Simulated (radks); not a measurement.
# Ionising zirconium step by step, Zr²⁰⁺ to Zr³⁹⁺

Aim: the successive ionisation energies of zirconium, each ion in the ground configuration that NIST lists, set against the tabulated values. Each value is a difference of total energies (Δ-SCF).

The numbers are computed with radks (a radial shooting solver on a logarithmic mesh, Libxc functionals) version 1 (scalar-relativistic Kohn-Sham, exchange-only LDA, spin-polarised, spherical densities, point nucleus; open shells are filled with parallel spins first), except any that are marked as measured or tabulated.

## 1. The atom as given

- element: zirconium (Z = 40)
- charges: 20 to 39
- first configuration: [Ar] 3d2
- last configuration: 1s1

The outer shells:

Zr²⁰⁺
```
[Ar] core
3d [↑ ][↑ ][  ][  ][  ]
```

Zr³⁹⁺
```
1s [↑ ]
```

## 2. Zr²⁰⁺, [Ar] 3d2

The run's settings:

```text
Z 40
configuration [Ar] 3d2
relativity scalar-relativistic
functional lda,
spin polarised
nucleus point
c 137.035999084
```

## 3. Zr²¹⁺, [Ar] 3d1

The run's settings:

```text
Z 40
configuration [Ar] 3d1
relativity scalar-relativistic
functional lda,
spin polarised
nucleus point
c 137.035999084
```

## 4. Zr²²⁺, [Ar]

The run's settings:

```text
Z 40
configuration [Ar]
relativity scalar-relativistic
functional lda,
spin polarised
nucleus point
c 137.035999084
```

## 5. Zr²³⁺, [Ne] 3s2 3p5

The run's settings:

```text
Z 40
configuration [Ne] 3s2 3p5 4s0 3d0
relativity scalar-relativistic
functional lda,
spin polarised
nucleus point
c 137.035999084
```

## 6. Zr²⁴⁺, [Ne] 3s2 3p4

The run's settings:

```text
Z 40
configuration [Ne] 3s2 3p4
relativity scalar-relativistic
functional lda,
spin polarised
nucleus point
c 137.035999084
```

## 7. Zr²⁵⁺, [Ne] 3s2 3p3

The run's settings:

```text
Z 40
configuration [Ne] 3s2 3p3
relativity scalar-relativistic
functional lda,
spin polarised
nucleus point
c 137.035999084
```

## 8. Zr²⁶⁺, [Ne] 3s2 3p2

The run's settings:

```text
Z 40
configuration [Ne] 3s2 3p2 4s0 3d0
relativity scalar-relativistic
functional lda,
spin polarised
nucleus point
c 137.035999084
```

## 9. Zr²⁷⁺, [Ne] 3s2 3p1

The run's settings:

```text
Z 40
configuration [Ne] 3s2 3p1 4s0 3d0
relativity scalar-relativistic
functional lda,
spin polarised
nucleus point
c 137.035999084
```

## 10. Zr²⁸⁺, [Ne] 3s2

The run's settings:

```text
Z 40
configuration [Ne] 3s2
relativity scalar-relativistic
functional lda,
spin polarised
nucleus point
c 137.035999084
```

## 11. Zr²⁹⁺, [Ne] 3s1

The run's settings:

```text
Z 40
configuration [Ne] 3s1
relativity scalar-relativistic
functional lda,
spin polarised
nucleus point
c 137.035999084
```

## 12. Zr³⁰⁺, [Ne]

The run's settings:

```text
Z 40
configuration [Ne]
relativity scalar-relativistic
functional lda,
spin polarised
nucleus point
c 137.035999084
```

## 13. Zr³¹⁺, [He] 2s2 2p5

The run's settings:

```text
Z 40
configuration [He] 2s2 2p5 3s0 3p0
relativity scalar-relativistic
functional lda,
spin polarised
nucleus point
c 137.035999084
```

## 14. Zr³²⁺, [He] 2s2 2p4

The run's settings:

```text
Z 40
configuration [He] 2s2 2p4
relativity scalar-relativistic
functional lda,
spin polarised
nucleus point
c 137.035999084
```

## 15. Zr³³⁺, [He] 2s2 2p3

The run's settings:

```text
Z 40
configuration [He] 2s2 2p3
relativity scalar-relativistic
functional lda,
spin polarised
nucleus point
c 137.035999084
```

## 16. Zr³⁴⁺, [He] 2s2 2p2

The run's settings:

```text
Z 40
configuration [He] 2s2 2p2
relativity scalar-relativistic
functional lda,
spin polarised
nucleus point
c 137.035999084
```

## 17. Zr³⁵⁺, [He] 2s2 2p1

The run's settings:

```text
Z 40
configuration [He] 2s2 2p1
relativity scalar-relativistic
functional lda,
spin polarised
nucleus point
c 137.035999084
```

## 18. Zr³⁶⁺, [He] 2s2

The run's settings:

```text
Z 40
configuration [He] 2s2 2p0 3s0
relativity scalar-relativistic
functional lda,
spin polarised
nucleus point
c 137.035999084
```

## 19. Zr³⁷⁺, [He] 2s1

The run's settings:

```text
Z 40
configuration [He] 2s1
relativity scalar-relativistic
functional lda,
spin polarised
nucleus point
c 137.035999084
```

## 20. Zr³⁸⁺, [He]

The run's settings:

```text
Z 40
configuration [He]
relativity scalar-relativistic
functional lda,
spin polarised
nucleus point
c 137.035999084
```

## 21. Zr³⁹⁺, 1s1

The run's settings:

```text
Z 40
configuration 1s1
relativity scalar-relativistic
functional lda,
spin polarised
nucleus point
c 137.035999084
```

Before running it: what results should come out? Wanted: for each run, species; configuration; Δ-SCF; −ε(HOMO); NIST; error.

**Answer**, as computed:

```
species  configuration  Δ-SCF (eV)  −ε(HOMO) (eV)           NIST (eV)  error (%)
  Zr²⁰⁺       [Ar] 3d2      859.87         830.76        863 (theory)       -0.4
  Zr²¹⁺       [Ar] 3d1      919.15         889.50        922 (theory)       -0.3
  Zr²²⁺           [Ar]      1095.9         1069.0    1092 (semi-emp.)       +0.4
  Zr²³⁺   [Ne] 3s2 3p5      1150.2         1123.3    1145 (semi-emp.)       +0.5
  Zr²⁴⁺   [Ne] 3s2 3p4      1204.0         1177.5    1205 (semi-emp.)       -0.1
  Zr²⁵⁺   [Ne] 3s2 3p3      1276.1         1247.8    1277 (semi-emp.)       -0.1
  Zr²⁶⁺   [Ne] 3s2 3p2      1333.2         1305.0    1344 (semi-emp.)       -0.8
  Zr²⁷⁺   [Ne] 3s2 3p1      1389.9         1362.0    1392 (semi-emp.)       -0.2
  Zr²⁸⁺       [Ne] 3s2      1521.1         1496.7    1525 (semi-emp.)       -0.3
  Zr²⁹⁺       [Ne] 3s1      1583.6         1558.8  1582.4 (semi-emp.)       +0.1
  Zr³⁰⁺           [Ne]      3809.8         3731.1    3788 (semi-emp.)       +0.6
  Zr³¹⁺   [He] 2s2 2p5      3968.9         3890.3    3950 (semi-emp.)       +0.5
  Zr³²⁺   [He] 2s2 2p4      4125.8         4048.8    4127 (semi-emp.)       -0.0
  Zr³³⁺   [He] 2s2 2p3      4343.2         4259.9    4300 (semi-emp.)       +1.0
  Zr³⁴⁺   [He] 2s2 2p2      4511.3         4428.1    4553 (semi-emp.)       -0.9
  Zr³⁵⁺   [He] 2s2 2p1      4677.1         4595.6    4744 (semi-emp.)       -1.4
  Zr³⁶⁺       [He] 2s2      4981.8         4921.2    4991 (semi-emp.)       -0.2
  Zr³⁷⁺       [He] 2s1      5144.8         5083.3     5146.9 (theory)       -0.0
  Zr³⁸⁺           [He]       21506          21259    21516.5 (theory)       -0.1
  Zr³⁹⁺            1s1       22204          21954    22236.7 (theory)       -0.1
```

What this shows: Reference values: NIST Atomic Spectra Database (exp. measured, semi-emp. semi-empirical, theory a theoretical value adopted there). The steepest step, after dividing by the final charge, comes at Zr³⁸⁺ in [He], where the value goes from 5144.8 to 21506 eV. There the highest level belongs to another shell. The Δ-SCF values miss the measured or semi-empirical entries by -0.1 % in the signed mean; the largest miss is -1.4 % (Zr³⁵⁺). Minus the highest eigenvalue gives 97 to 99 % of the Δ-SCF value along the ladder. Open shells are spherical and high-spin; term and fine-structure splittings are not resolved.
